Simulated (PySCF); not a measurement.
# H9NOSi3: the cost of one run

Computed with PySCF 2.14.0, with density-fitted response routines of our own, on a single molecule in the gas phase. Atoms count from 0, in the outputs and in this text.

## Step 1: Starting geometry

14 atoms, charge 0, multiplicity 1; geometry from: PBE0-D3(BJ)/def2-SVP.

Bonds of the start (Å): N0–Si1 1.75, Si1–Si2 2.36, Si1–Si3 2.34, Si3–O4 1.68, N0–H5 1.02, N0–H6 1.02, Si1–H7 1.50, Si2–H8 1.50, Si2–H9 1.50, Si2–H10 1.50, Si3–H11 1.50, Si3–H12 1.50, O4–H13 0.96.

## Step 2: Nuclear shieldings: PBE0/6-31G*

Job settings and geometry (Å):

```
{"job": {"kind": "nmr", "xc": "PBE0", "basis": "6-31G*", "pop": true}, "charge": 0, "multiplicity": 1}
N     -1.336577    -1.857327     0.116144
Si    -0.461928    -0.534649    -0.614114
Si    -1.241437     1.644653    -0.152202
Si     1.732585    -0.590126     0.203146
O      2.200674     1.018910     0.205467
H     -1.323329    -1.926957     1.128767
H     -2.270217    -2.058373    -0.228725
H     -0.500029    -0.736379    -2.097755
H     -2.705946     1.758902    -0.458268
H     -1.063600     1.958885     1.301150
H     -0.514122     2.671043    -0.961166
H      2.669836    -1.432734    -0.608963
H      1.738698    -1.160592     1.594055
H      3.066837     1.230088     0.565479
```

Method: GIAO PBE0/6-31G* NMR shielding, non-relativistic, gas phase.

Run with:

```sh
$ OMP_NUM_THREADS=1 python probes_run.py task.json out
```

The driver reads the jobs from task.json and runs them one after another.

**Question.** How long does this first job take on 1 thread of Arm Neoverse V1, shared host, and how much memory does it need?

About 10 s, with a peak of 0.57 GiB.
